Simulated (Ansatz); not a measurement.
# CH6FGeNSi: a ladder of functionals and wavefunction methods

An exercise on one series of results from a longer session: the logs are not shown, and one member is left open.

Method: functionals in def2-TZVPP, the program's frozen cores in correlated methods; program: Ansatz 0.2.0, Gaussian basis.

The runs, in order: PBE-D4, r2SCAN-D4, PBE0-D4, B3LYP-D4, ωB97X-V, ωB97M-V, B2PLYP; CCSD(T)/def2-TZVPP; MP2/def2-QZVPP; extrapolation to the limit.

### Structure used throughout

All runs share one geometry, relaxed beforehand with PBE0-D4 in a triple-zeta def2 set.

SMILES `F[SiH]1C[N]1[GeH3]`, 11 atoms, charge 0, spin multiplicity 1.

Atoms are counted from 1 here; the program's logs count them from 0.

Bond lengths: F1–Si2 1.591 Å, Si2–C3 1.817 Å, Si2–N4 1.665 Å, Si2–H6 1.472 Å, C3–N4 1.510 Å, C3–H7 1.091 Å, C3–H8 1.091 Å, N4–Ge5 1.823 Å, Ge5–H9 1.535 Å, Ge5–H10 1.541 Å, Ge5–H11 1.540 Å. Angles: F1–Si2–C3 121.8°, F1–Si2–N4 120.4°, F1–Si2–H6 106.2°, C3–Si2–N4 51.2°, C3–Si2–H6 126.6°, N4–Si2–H6 121.9°, Si2–C3–N4 59.2°, Si2–C3–H7 120.3°, Si2–C3–H8 122.8°, N4–C3–H7 115.1°, N4–C3–H8 115.6°, H7–C3–H8 112.5°, Si2–N4–C3 69.6°, Si2–N4–Ge5 160.6°, C3–N4–Ge5 129.6°, N4–Ge5–H9 107.2°, N4–Ge5–H10 109.0°, N4–Ge5–H11 109.7° and more.

As a file:

```
F    -2.6181   -0.7828   -0.9444
Si   -1.3784    0.2135   -0.9911
C     0.3112   -0.3756   -1.3096
N    -0.1155    0.0379    0.0791
Ge    0.8550    0.1103    1.6210
H    -1.9275    1.5353   -1.3364
H     0.5088   -1.4410   -1.4347
H     1.0767    0.2489   -1.7721
H    -0.0605    0.6930    2.7067
H     2.0867    1.0086    1.3980
H     1.3269   -1.3049    2.0040
```

Set-up of the first run:

The input, in.yaml:

```yaml
crystal:
  periodic: [false, false, false]
  atoms:
    - {symbol: F, position_ang: [-2.618088, -0.782817, -0.944360]}
    - {symbol: Si, position_ang: [-1.378382, 0.213508, -0.991094]}
    - {symbol: C, position_ang: [0.311223, -0.375566, -1.309612]}
    - {symbol: N, position_ang: [-0.115489, 0.037871, 0.079052]}
    - {symbol: Ge, position_ang: [0.854985, 0.110310, 1.620981]}
    - {symbol: H, position_ang: [-1.927452, 1.535295, -1.336409]}
    - {symbol: H, position_ang: [0.508818, -1.441023, -1.434744]}
    - {symbol: H, position_ang: [1.076687, 0.248871, -1.772080]}
    - {symbol: H, position_ang: [-0.060451, 0.692966, 2.706729]}
    - {symbol: H, position_ang: [2.086730, 1.008628, 1.398015]}
    - {symbol: H, position_ang: [1.326919, -1.304946, 2.004022]}
basis:
  gaussian: {orbitals: def2-TZVPP}
hamiltonian: {xc: pbe, dispersion: d4}
output: {forces: true, orbitals: {seedname: orbitals}}
```

Launch:

```bash
$ ansatz run in.yaml --threads 4 --pin off --events-out ev --progress --plain --max-ram 10444MiB
```

Steps of the session up to this table: PBE-D4 (GGA); r2SCAN-D4 (meta-GGA); PBE0-D4 (hybrid); B3LYP-D4 (hybrid); ωB97X-V (range-separated); ωB97M-V (range-separated); B2PLYP (double hybrid); CCSD(T) in def2-TZVPP; MP2 in def2-QZVPP.

One table of the session follows, with a row left open; its other results are not shown here.

```
            method  atomisation energy (eV)
            PBE-D4                   39.147
         r2SCAN-D4                   38.718
           PBE0-D4                   38.483
          B3LYP-D4                   38.594
           ωB97X-V                   39.031
           ωB97M-V                   38.745
            B2PLYP                   38.243
     HF/def2-TZVPP                        ?
    MP2/def2-TZVPP                   38.330
   CCSD/def2-TZVPP                   37.160
CCSD(T)/def2-TZVPP                   37.761
           MP2/CBS                   39.396
       CCSD(T)/CBS                   38.828
```

Estimate the missing values for HF/def2-TZVPP.

The run gave: atomisation energy (eV): 27.377. In the column «atomisation energy (eV)» it is the lowest.

To keep in mind: Free atoms (1 F, 1 Si, 1 C, 1 N, 1 Ge, 6 H) were run apart at each level; the atomisation energy is their sum less the molecule, without zero-point or spin-orbit terms.
